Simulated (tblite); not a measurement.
# C4H12GaNO: the cost of one run

The runs use tblite 0.8.0 and PySCF 2.14.0, with density-fitted response routines of our own; the level of theory stands in each step. All values are computed, except where a source is named. Atoms are numbered from 0 throughout.

## Step 1: Starting geometry

19 atoms, charge 0, multiplicity 1; geometry from: force field or distance geometry start.

Bonds of the start (Å): C0–C1 1.33, C1–O2 1.38, O2–C3 1.42, C1–Ga4 1.96, Ga4–C5 2.00, Ga4–N6 1.90, C0–H7 1.09, C0–H8 1.09, C3–H9 1.13, C3–H10 1.11, C3–H11 1.11, Ga4–H12 1.61, C5–H13 1.11, C5–H14 1.11, C5–H15 1.10, N6–H16 1.04, N6–H17 1.05, N6–H18 1.06.

## Step 2: Optimising the geometry with GFN2-xTB

The job: settings as JSON, then the geometry in Å.

```
{"job": {"kind": "relax", "xc": "GFN2-xTB", "basis": "xTB"}, "charge": 0, "multiplicity": 1}
C      0.954800    -1.604600    -0.270500
C      0.790600    -0.458400     0.386000
O      1.924600     0.270200     0.665800
C      2.862400     0.686800    -0.317300
Ga    -1.033300     0.028300     0.928300
C     -2.400400    -1.236400     0.187100
N     -1.327200     1.832100     0.404500
H      1.975100    -1.858300    -0.551000
H      0.101700    -2.234400    -0.510800
H      3.652900     1.265600     0.242500
H      3.337600    -0.172400    -0.832000
H      2.385100     1.364400    -1.060500
H     -1.146800    -0.051200     2.535900
H     -2.432000    -2.123600     0.851700
H     -3.389300    -0.735800     0.139400
H     -2.088300    -1.531500    -0.827800
H     -0.475700     2.304500     0.036400
H     -2.060600     1.907300    -0.340300
H     -1.640900     2.356700     1.275500
```

The run is started by

```
> OMP_NUM_THREADS=1 python probes_run.py task.json out
```

This one command runs all jobs of the session in turn.

**Question.** How long does this first job take on 1 thread of Arm Neoverse N1, shared host?

About 1.6 s.
